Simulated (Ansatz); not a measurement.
# Ta2N: the cost of one run

Computed with Ansatz 0.2.0 (DFT r2SCAN, scalar-relativistic, plane waves, PAW, unless a step's input says otherwise).

1 further run of the same task is left out (set aside as unsound or not needed). Runs told in other sessions of the task aren't counted.

### Step 1. Starting point

It takes space group P-31m (No. 162, trigonal). The conventional cell has a = 5.291 Å, b = 5.291 Å, c = 4.930 Å, α = 90.00°, β = 90.00°, γ = 120.00°. Ta (site symmetry m) is surrounded by 3 N at 2.14 to 2.16 Å. N (site symmetry 32) is surrounded by 6 Ta at 2.16 Å. N (site symmetry -3m) is surrounded by 6 Ta at 2.14 Å.

Structure file:

```xyz
9
Lattice="5.2909 0.0000 0.0000 -2.6455 4.5821 0.0000 0.0000 0.0000 4.9303" Properties=species:S:1:pos:R:3 pbc="T T T"
Ta    1.7639    3.0551    3.7142
Ta   -0.8816    1.5270    3.7142
Ta    1.7632    0.0000    3.7142
Ta    0.8816    1.5270    1.2161
Ta   -1.7639    3.0551    1.2161
Ta    3.5277    0.0000    1.2161
N     2.6455    1.5274    2.4652
N     0.0000    3.0547    2.4652
N     0.0000    0.0000    0.0000
```

It goes back to an entry of the Materials Project, which need not be the stable form.

This cell was relaxed beforehand with the same method: volume 13.28 Å³/atom, gap on the mesh none (metal).

### Step 2. Bands, states and charges

input.yaml reads:

```yaml
crystal:
  lattice:
    - [5.2965720514, 0.0, 0.0]
    - [-2.6482860257, 4.5869659495, 0.0]
    - [0.0, 0.0, 4.9391825701]
  atoms:
    - { symbol: Ta, position: [0.66636167, 0.66636167, 0.75361826], spin: 1.0 }
    - { symbol: Ta, position: [0.0, 0.33363833, 0.75361826], spin: 1.0 }
    - { symbol: Ta, position: [0.33363833, 0.0, 0.75361826], spin: 1.0 }
    - { symbol: Ta, position: [0.33363833, 0.33363833, 0.24638174], spin: 1.0 }
    - { symbol: Ta, position: [0.0, 0.66636167, 0.24638174], spin: 1.0 }
    - { symbol: Ta, position: [0.66636167, 0.0, 0.24638174], spin: 1.0 }
    - { symbol: "N", position: [0.66666667, 0.33333333, 0.5] }
    - { symbol: "N", position: [0.33333333, 0.66666667, 0.5] }
    - { symbol: "N", position: [0.0, 0.0, 0.0] }
basis:
  ecutwfc: 500
kpoints:
  mp_grid: { grid: [6, 6, 4] }
hamiltonian:
  xc: r2scan
scf:
  occupations: { method: gaussian, width: 0.1 }
  lower_state_search: "off"
output:
  forces: true
  stress: true
  eigenvalues: true
  populations: true
magnetization:
  spin_polarized: true
```

Started as:

```sh
> ansatz run input.yaml --threads 2 --pin off --max-ram 5120MiB --backend cpu --events-out ev --progress --plain --runs-dir out
```

What time and memory should one allow on 2 threads of Arm Neoverse V2, shared host?

About 48 s, with a peak of 0.85 GiB.
